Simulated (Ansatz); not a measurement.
# C₂H₄FNOSi: a ladder of functionals and wavefunction methods

One table from this session's results is given with a row withheld; the runs are named, their logs left out.

The runs use Ansatz 0.2.0, Gaussian basis; functionals in def2-TZVPP, the program's frozen cores in correlated methods.

Levels to be run: LDA (SPW92), PBE-D4, revPBE-D4, BLYP-D4, r2SCAN-D4, B97M-V, PBE0-D4, B3LYP-D4, r2SCANh-D4, r2SCAN0-D4, HSE06-D4, BHLYP-D4, CAM-B3LYP-D4, LC-ωPBE, ωB97X-V, ωB97M-V, B2PLYP, PBE-QIDH; CCSD(T)/def2-SVP; CCSD(T)/def2-TZVPP; MP2/def2-QZVPP; extrapolation to the limit; RPA on PBE.

## The relaxed structure

An earlier PBE0-D4 in a triple-zeta def2 set relaxation fixed the geometry.

SMILES `OC1([SiH3])N=C1F`, 10 atoms, charge 0, spin multiplicity 1.

Atoms are counted from 1 here; the program's logs count them from 0.

Bond lengths: O1–C2 1.373 Å, O1–H7 0.964 Å, C2–Si3 1.889 Å, C2–N4 1.609 Å, C2–C5 1.420 Å, Si3–H8 1.484 Å, Si3–H9 1.482 Å, Si3–H10 1.482 Å, N4–C5 1.238 Å, C5–F6 1.307 Å. Angles: C2–O1–H7 110.5°, O1–C2–Si3 111.9°, O1–C2–N4 117.1°, O1–C2–C5 121.7°, Si3–C2–N4 116.2°, Si3–C2–C5 125.1°, N4–C2–C5 47.7°, C2–Si3–H8 109.6°, C2–Si3–H9 107.2°, C2–Si3–H10 108.7°, H8–Si3–H9 110.3°, H8–Si3–H10 110.0°, H9–Si3–H10 111.0°, C2–N4–C5 58.1°, C2–C5–N4 74.2°, C2–C5–F6 147.9°, N4–C5–F6 137.7°.

The first run:

Input file in.yaml:

```yaml
crystal:
  periodic: [false, false, false]
  atoms:
    - {symbol: O, position_ang: [1.348615, 0.127029, 1.029271]}
    - {symbol: C, position_ang: [0.341689, 0.247125, 0.103359]}
    - {symbol: Si, position_ang: [-0.674383, -1.338247, -0.040535]}
    - {symbol: N, position_ang: [0.701137, 0.989450, -1.278450]}
    - {symbol: C, position_ang: [-0.035021, 1.508053, -0.428873]}
    - {symbol: F, position_ang: [-0.643248, 2.650338, -0.244162]}
    - {symbol: H, position_ang: [1.835930, 0.955387, 1.107433]}
    - {symbol: H, position_ang: [-1.305406, -1.645365, 1.266975]}
    - {symbol: H, position_ang: [-1.713403, -1.100655, -1.070435]}
    - {symbol: H, position_ang: [0.227087, -2.444416, -0.441581]}
basis:
  gaussian: {orbitals: def2-TZVPP}
hamiltonian: {xc: lda}
output: {orbitals: {seedname: orbitals}}
```

Started as:

```
$ ansatz run in.yaml --threads 4 --pin off --events-out ev --progress --plain --max-ram 10444MiB
```

Among the steps run: LDA; PBE-D4 (GGA); revPBE-D4 (GGA); BLYP-D4 (GGA); r2SCAN-D4 (meta-GGA); B97M-V (meta-GGA); PBE0-D4 (hybrid); B3LYP-D4 (hybrid); r2SCANh-D4 (hybrid); r2SCAN0-D4 (hybrid); HSE06-D4 (hybrid); BHLYP-D4 (hybrid); CAM-B3LYP-D4 (range-separated); LC-ωPBE (range-separated); ωB97X-V (range-separated); ωB97M-V (range-separated); B2PLYP (double hybrid); PBE-QIDH (double hybrid).

One of the session's tables, all rows but one given; the rest of the session is left out.

It belongs to the step «Frontier levels by functional». 

```
  functional  HOMO (eV)  gap (eV)
 LDA (SPW92)      -6.72      4.79
      PBE-D4      -6.51      4.88
   revPBE-D4      -6.43      4.91
     BLYP-D4      -6.42      4.89
   r2SCAN-D4      -6.78      5.38
      B97M-V      -6.90      5.55
     PBE0-D4      -7.92      7.36
    B3LYP-D4      -7.71      6.87
  r2SCANh-D4      -7.31      6.30
  r2SCAN0-D4      -8.11      7.69
    HSE06-D4      -7.52      6.57
    BHLYP-D4      -9.25      9.80
CAM-B3LYP-D4          ?         ?
     LC-ωPBE     -10.65     12.49
     ωB97X-V     -10.29     12.03
     ωB97M-V     -10.20     11.77
```

Q: Estimate the row for CAM-B3LYP-D4 from the others.

As computed: HOMO (eV): -9.34; gap (eV): 9.92. In the column «HOMO (eV)» it lies between ωB97M-V (-10.20) and BHLYP-D4 (-9.25).
